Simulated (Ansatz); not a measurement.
I need a convergence test of the plane-wave cutoff of MoPd, space group P-6m2. Use the Ansatz DFT code, driven from Python. Use (first run): PBEsol, PAW, cutoff 250 eV, 7×7×4 k-points, Fermi-Dirac smearing of 0.2 eV, D4 dispersion. The script varies cutoff (eV): 250, 350, 450, 550, 650, 750.

Input file `mopd.cif`:
```cif
data_MoPd
_cell_length_a 2.793896
_cell_length_b 2.793896
_cell_length_c 4.566371
_cell_angle_alpha 90.00000
_cell_angle_beta 90.00000
_cell_angle_gamma 120.00000
_symmetry_space_group_name_H-M 'P 1'
_symmetry_Int_Tables_number 1
loop_
_symmetry_equiv_pos_as_xyz
'x, y, z'
loop_
_atom_site_label
_atom_site_type_symbol
_atom_site_fract_x
_atom_site_fract_y
_atom_site_fract_z
Mo1 Mo    0.666667    0.333333    0.500000
Pd2 Pd    0.333333    0.666667    0.000000
```

Script `ecut_mopd.py`:
```python
"""Cutoff test for MoPd."""

from dataclasses import dataclass
import csv
import logging
import sys

import ansatz as az
from ase.io import read

logging.basicConfig(stream=sys.stdout, format="%(levelname)s %(message)s")
logger = logging.getLogger("calc")
logger.setLevel(logging.INFO)


@dataclass(frozen=True)
class RunConfig:
    xc: str = "pbesol"
    dispersion: str = "d4"
    kmesh: tuple[int, ...] = (7, 7, 4)
    smearing: str = "fermi_dirac"
    width_ev: float = 0.2
    beta: float = 0.5
    scf_tol: float = 1e-09


opts = RunConfig()

atoms = read("mopd.cif")
mopd = az.Crystal.from_ase(atoms)

setup = (
    mopd.calculation()
    .functional(opts.xc, dispersion=opts.dispersion)
    .kpoints(*opts.kmesh, center="gamma")
    .occupations(opts.smearing, width=opts.width_ev)
    .mixing("msr1", beta=opts.beta)
    .scf(tolerance=opts.scf_tol, algorithm="direct_min")
    .forces()
    .stress()
)

rows = []
for value in [250, 350, 450, 550, 650, 750]:
    rep = setup.basis(value).run(threads=1, pin="off").report
    rows.append((value, rep["free_energy_ev"] / len(rep["lattice"]["sites"]), rep["n_iterations"], sum(rep["stress_gpa"][i][i] for i in range(3)) / 3, max(abs(f) for row in rep["forces_ev_ang"] for f in row), rep["n_pw"]))

with open("ecut.csv", "w", newline="") as handle:
    writer = csv.writer(handle)
    writer.writerow(["cutoff (eV)", "F/atom (eV)", "iterations", "P (GPa)", "max component (eV/A)", "plane waves"])
    writer.writerows([round(v, 5) if isinstance(v, float) else v for v in row] for row in rows)

# differences from the last row
for row in rows[:-1]:
    shift = 1000 * (row[1] - rows[-1][1])
    logger.info(f"{row[0]}: {shift:+.2f} meV/atom" + ("  (within 1 meV)" if abs(shift) < 1 else ""))
```

`python ecut_mopd.py` gives:
```text
DeckWarning: the atoms were moved onto the symmetric positions of the space group found under crystal.symmetry.tolerance 1.0e-5 (fractional; no operation is sought that the atoms, as they stand in a [...]
DeckWarning: basis.ecutwfc = 250 eV is below the records' recommended 420 eV, and the density's cutoff is lower with it unless basis.ecutrho_ratio is high enough to keep the records' density cutoff: compare with a run at a higher cutoff
DeckWarning: output.stress: scf.convergence.dr2_threshold = 1e-9 eV is looser than the 2e-10 eV advised for a printed stress (1e-10 eV for each atom of the cell: 2). What an SCF threshold leaves in a [...]
DeckWarning: basis.ecutwfc = 350 eV is below the records' recommended 420 eV, and the density's cutoff is lower with it unless basis.ecutrho_ratio is high enough to keep the records' density cutoff: compare with a run at a higher cutoff
INFO 250: +1136.85 meV/atom
INFO 350: +9.64 meV/atom
INFO 450: +1.05 meV/atom
INFO 550: +0.34 meV/atom  (within 1 meV)
INFO 650: +0.14 meV/atom  (within 1 meV)
```
(Warnings from the package without file and line, shortened.)

`ecut.csv`, as written:
```csv
cutoff (eV),F/atom (eV),iterations,P (GPa),max component (eV/A),plane waves
250,-5901.24838,6,-9.42556,0.0,287
350,-5902.37559,6,-12.17914,0.0,463
450,-5902.38418,7,-12.15476,0.0,687
550,-5902.38489,7,-12.16265,0.0,917
650,-5902.38508,7,-12.16565,0.0,1141
750,-5902.38523,7,-12.16634,0.0,1449
```

From 550 eV on it stays within 1 meV an atom of the value at 750 eV; the first row (250 eV) is off by 1136.9 meV and the last but one by 0.14 meV. The energy falls steadily, as expected when plane waves are added. The pressure moves from -9.43 to -12.17 GPa (the program's stress holds a Pulay correction, so it settles early). The last run costs about 3.5 times the first.

The run is spin-unpolarised. Dispersion corrections can be off by several per cent in the lattices of metals, and by several GPa in the pressure at a fixed cell. The mesh is modest for a metal, so energies can be off by several to tens of meV an atom and pressures by half a GPa or more; differences at equal mesh fare better. A Fermi-Dirac width this large means warm electrons, whose thermal share enters the free energy. Forces vanish by symmetry here and test nothing. Pressure is positive in compression. This cell is a computed structure, which may not be the phase found in nature. Shifts are counted from the last row, which is itself no proven limit. Finished in 42 s on 1 thread of Arm Neoverse V2 (shared host), peak memory 0.51 GiB.

(Lines on the test bed's own set-up are left out of the output.)
